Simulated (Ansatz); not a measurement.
# CH₃HfNO₄: how energies converge with the basis set

Aim: see how fast density functionals converge with the basis set for CH₃HfNO₄.

Program: Ansatz 0.2.0, Gaussian basis. Level of theory: one geometry, several basis sets. These are calculated values, not measurements.

The runs, in order: PBE0-D4/def2-SVP; ωB97M-V/def2-SVP; PBE0-D4/def2-QZVPP; ωB97M-V/def2-QZVPP; the functionals' def2-TZVPP values are taken from earlier runs.

## 1. The relaxed structure

All runs share one geometry, relaxed beforehand with PBE0-D4 in a triple-zeta def2 set. Hf takes the def2 core potential; no spin-orbit term is included.

SMILES `O=C=[N][Hf]([OH])([OH])[OH]`, 10 atoms, charge 0, spin multiplicity 1.

Atoms are counted from 1 here; the program's logs count them from 0.

Bond lengths: O1–C2 1.169 Å, C2–N3 1.198 Å, N3–Hf4 2.062 Å, Hf4–O5 1.920 Å, Hf4–O6 1.920 Å, Hf4–O7 1.920 Å, O5–H8 0.951 Å, O6–H9 0.951 Å, O7–H10 0.951 Å. Angles: O1–C2–N3 180.0°, C2–N3–Hf4 180.0°, N3–Hf4–O5 108.6°, N3–Hf4–O6 108.7°, N3–Hf4–O7 108.6°, O5–Hf4–O6 110.3°, O5–Hf4–O7 110.3°, O6–Hf4–O7 110.3°, Hf4–O5–H8 160.6°, Hf4–O6–H9 160.6°, Hf4–O7–H10 160.6°.

## 2. PBE0-D4 in def2-SVP

in.yaml reads:

```yaml
crystal:
  periodic: [false, false, false]
  atoms:
    - {symbol: O, position_ang: [2.221131, -2.609849, 1.958519]}
    - {symbol: C, position_ang: [1.563569, -1.836929, 1.379105]}
    - {symbol: N, position_ang: [0.889677, -1.044802, 0.785300]}
    - {symbol: Hf, position_ang: [-0.270736, 0.318218, -0.238609]}
    - {symbol: O, position_ang: [-1.574820, -0.639492, -1.271791]}
    - {symbol: O, position_ang: [-1.140042, 1.462948, 1.033881]}
    - {symbol: O, position_ang: [0.866339, 1.348303, -1.392417]}
    - {symbol: H, position_ang: [-2.415929, -0.956572, -1.583120]}
    - {symbol: H, position_ang: [-1.387371, 2.246417, 1.513399]}
    - {symbol: H, position_ang: [1.248182, 1.711758, -2.184266]}
basis:
  gaussian: {orbitals: def2-SVP}
hamiltonian: {xc: pbe0, dispersion: d4}
output: {orbitals: {seedname: orbitals}}
```

On the command line:

```console
$ ansatz run in.yaml --threads 4 --pin off --events-out ev --progress --plain --max-ram 11315MiB
```

The runs that follow: ωB97M-V in def2-SVP; PBE0-D4 in def2-QZVPP; ωB97M-V in def2-QZVPP.

Before running them: what should the planned runs give, taken together? Wanted: PBE0-D4: double and triple zeta above quadruple; ωB97M-V: double and triple zeta above quadruple.

The runs gave:

```
                                       quantity           value
PBE0-D4: double and triple zeta above quadruple  13.97, 0.61 eV
ωB97M-V: double and triple zeta above quadruple  14.26, 0.56 eV
```

**Reading.** For PBE0-D4 the step from double to triple zeta gains 13.36 eV and the next only 0.61 eV. These are total energies; as a rule much of such shifts cancels in differences, which this series doesn't test. The LUMO of ωB97M-V is positive and keeps falling with the basis (1.19 to 0.36 eV): an unbound level that the basis holds in place.
